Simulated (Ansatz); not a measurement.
# C₉H₁₇NTi: up Jacob's ladder to CCSD(T)

One table from this session's results is given with a row withheld; the runs are named, their logs left out.

Method: functionals in def2-TZVPP, the program's frozen cores in correlated methods; program: Ansatz 0.2.0, Gaussian basis.

Levels to be run: LDA (SPW92), PBE-D4, revPBE-D4, BLYP-D4, r2SCAN-D4, B97M-V, PBE0-D4, B3LYP-D4, r2SCANh-D4, r2SCAN0-D4, HSE06-D4, BHLYP-D4, CAM-B3LYP-D4, LC-ωPBE, ωB97X-V, ωB97M-V, B2PLYP, PBE-QIDH; CCSD(T)/def2-SVP; CCSD(T)/def2-TZVPP; MP2/def2-QZVPP; extrapolation to the limit; RPA on PBE.

## Structure used throughout

An earlier PBE0-D4 in a triple-zeta def2 set relaxation fixed the geometry.

28 atoms, charge 0, spin multiplicity 1.

Atoms are counted from 1 here; the program's logs count them from 0.

Bond lengths: C1–N2 1.438 Å, C1–H12 1.093 Å, C1–H13 1.101 Å, C1–H14 1.099 Å, N2–C3 1.438 Å, N2–Ti4 1.890 Å, C3–H15 1.101 Å, C3–H16 1.099 Å, C3–H17 1.093 Å, Ti4–C5 2.100 Å, Ti4–C6 2.100 Å, Ti4–C7 2.415 Å, Ti4–C8 2.416 Å, Ti4–C9 2.372 Å, Ti4–C10 2.368 Å, Ti4–C11 2.371 Å, C5–H18 1.094 Å, C5–H19 1.094 Å and more. Angles: N2–C1–H12 110.9°, N2–C1–H13 111.8°, N2–C1–H14 111.2°, H12–C1–H13 108.1°, H12–C1–H14 107.3°, H13–C1–H14 107.4°, C1–N2–C3 113.1°, C1–N2–Ti4 122.6°, C3–N2–Ti4 122.4°, N2–C3–H15 111.8°, N2–C3–H16 111.2°, N2–C3–H17 110.9°, H15–C3–H16 107.4°, H15–C3–H17 108.0°, H16–C3–H17 107.3°, N2–Ti4–C5 104.4°, N2–Ti4–C6 104.3°, N2–Ti4–C7 142.7° and more.

Geometry (Å):

| atom | x (Å) | y (Å) | z (Å) |
| --- | --- | --- | --- |
| C1 | -1.68941 | -2.01569 | 0.08748 |
| N2 | -0.98406 | -0.97315 | 0.78293 |
| C3 | -0.74644 | -1.27964 | 2.16772 |
| Ti4 | -0.06556 | 0.41121 | -0.11911 |
| C5 | -1.39274 | 1.02354 | -1.62663 |
| C6 | -0.14184 | 2.03660 | 1.20853 |
| C7 | 1.60257 | 0.82001 | -1.81702 |
| C8 | 2.14137 | 1.26697 | -0.60094 |
| C9 | 2.26157 | 0.15109 | 0.25831 |
| C10 | 1.81620 | -0.99005 | -0.43671 |
| C11 | 1.38822 | -0.57321 | -1.71219 |
| H12 | -1.81890 | -1.76209 | -0.96744 |
| H13 | -1.15775 | -2.97869 | 0.14423 |
| H14 | -2.69181 | -2.16865 | 0.51242 |
| H15 | -0.18741 | -2.22093 | 2.28915 |
| H16 | -1.69171 | -1.38560 | 2.71907 |
| H17 | -0.17620 | -0.48261 | 2.65113 |
| H18 | -1.14053 | 2.01509 | -2.01401 |
| H19 | -1.46621 | 0.33710 | -2.47551 |
| H20 | -2.37287 | 1.08008 | -1.13657 |
| H21 | -1.17467 | 2.05420 | 1.57837 |
| H22 | 0.06278 | 2.98537 | 0.70375 |
| H23 | 0.53376 | 1.95680 | 2.06551 |
| H24 | 1.35970 | 1.43207 | -2.67170 |
| H25 | 2.38896 | 2.28619 | -0.34790 |
| H26 | 2.61830 | 0.17455 | 1.27782 |
| H27 | 1.76981 | -1.99573 | -0.04654 |
| H28 | 0.95486 | -1.20482 | -2.47414 |

Set-up of the first run:

Input file in.yaml:

```yaml
crystal:
  periodic: [false, false, false]
  atoms:
    - {symbol: C, position_ang: [-1.689406, -2.015692, 0.087479]}
    - {symbol: N, position_ang: [-0.984062, -0.973148, 0.782931]}
    - {symbol: C, position_ang: [-0.746442, -1.279642, 2.167719]}
    - {symbol: Ti, position_ang: [-0.065559, 0.411206, -0.119113]}
    - {symbol: C, position_ang: [-1.392745, 1.023537, -1.626633]}
    - {symbol: C, position_ang: [-0.141842, 2.036603, 1.208534]}
    - {symbol: C, position_ang: [1.602573, 0.820008, -1.817022]}
    - {symbol: C, position_ang: [2.141374, 1.266974, -0.600942]}
    - {symbol: C, position_ang: [2.261571, 0.151093, 0.258309]}
    - {symbol: C, position_ang: [1.816196, -0.990049, -0.436710]}
    - {symbol: C, position_ang: [1.388219, -0.573213, -1.712192]}
    - {symbol: H, position_ang: [-1.818898, -1.762091, -0.967445]}
    - {symbol: H, position_ang: [-1.157749, -2.978688, 0.144230]}
    - {symbol: H, position_ang: [-2.691806, -2.168646, 0.512421]}
    - {symbol: H, position_ang: [-0.187411, -2.220927, 2.289148]}
    - {symbol: H, position_ang: [-1.691712, -1.385596, 2.719072]}
    - {symbol: H, position_ang: [-0.176197, -0.482610, 2.651127]}
    - {symbol: H, position_ang: [-1.140529, 2.015085, -2.014008]}
    - {symbol: H, position_ang: [-1.466209, 0.337099, -2.475513]}
    - {symbol: H, position_ang: [-2.372867, 1.080082, -1.136571]}
    - {symbol: H, position_ang: [-1.174671, 2.054196, 1.578370]}
    - {symbol: H, position_ang: [0.062783, 2.985369, 0.703749]}
    - {symbol: H, position_ang: [0.533764, 1.956802, 2.065506]}
    - {symbol: H, position_ang: [1.359699, 1.432073, -2.671701]}
    - {symbol: H, position_ang: [2.388964, 2.286186, -0.347902]}
    - {symbol: H, position_ang: [2.618298, 0.174551, 1.277817]}
    - {symbol: H, position_ang: [1.769814, -1.995731, -0.046544]}
    - {symbol: H, position_ang: [0.954861, -1.204821, -2.474137]}
basis:
  gaussian: {orbitals: def2-TZVPP}
hamiltonian: {xc: lda}
output: {orbitals: {seedname: orbitals}}
```

Run with:

```sh
ansatz run in.yaml --threads 11 --pin off --events-out ev --progress --plain --max-ram 174080MiB --backend cuda --devices 0, --max-vram 75GiB
```

Among the steps run: LDA; PBE-D4 (GGA); revPBE-D4 (GGA); BLYP-D4 (GGA); r2SCAN-D4 (meta-GGA); B97M-V (meta-GGA); PBE0-D4 (hybrid); B3LYP-D4 (hybrid); r2SCANh-D4 (hybrid); r2SCAN0-D4 (hybrid); HSE06-D4 (hybrid); BHLYP-D4 (hybrid); CAM-B3LYP-D4 (range-separated); LC-ωPBE (range-separated); ωB97X-V (range-separated); ωB97M-V (range-separated); B2PLYP (double hybrid); PBE-QIDH (double hybrid).

One table of the session follows, with a row left open; its other results are not shown here.

It belongs to the step «Frontier levels by functional». 

| functional | HOMO (eV) | gap (eV) |
| --- | --- | --- |
| LDA (SPW92) | -5.27 | 2.79 |
| PBE-D4 | -5.11 | 2.90 |
| revPBE-D4 | -5.05 | 2.93 |
| BLYP-D4 | -5.00 | 2.89 |
| r2SCAN-D4 | -5.28 | 3.23 |
| B97M-V | -5.39 | 3.32 |
| PBE0-D4 | -6.21 | 5.10 |
| B3LYP-D4 | -6.03 | 4.65 |
| r2SCANh-D4 | -5.70 | 4.07 |
| r2SCAN0-D4 | -6.33 | 5.33 |
| HSE06-D4 | -5.81 | 4.33 |
| BHLYP-D4 | -7.22 | 7.36 |
| CAM-B3LYP-D4 | -7.49 | 7.51 |
| LC-ωPBE | -8.75 | 9.91 |
| ωB97X-V | ? | ? |
| ωB97M-V | -8.38 | 9.41 |

Estimate the missing values for ωB97X-V.

The run gave: HOMO (eV): -8.45; gap (eV): 9.55. In the column «HOMO (eV)» it lies between LC-ωPBE (-8.75) and ωB97M-V (-8.38).
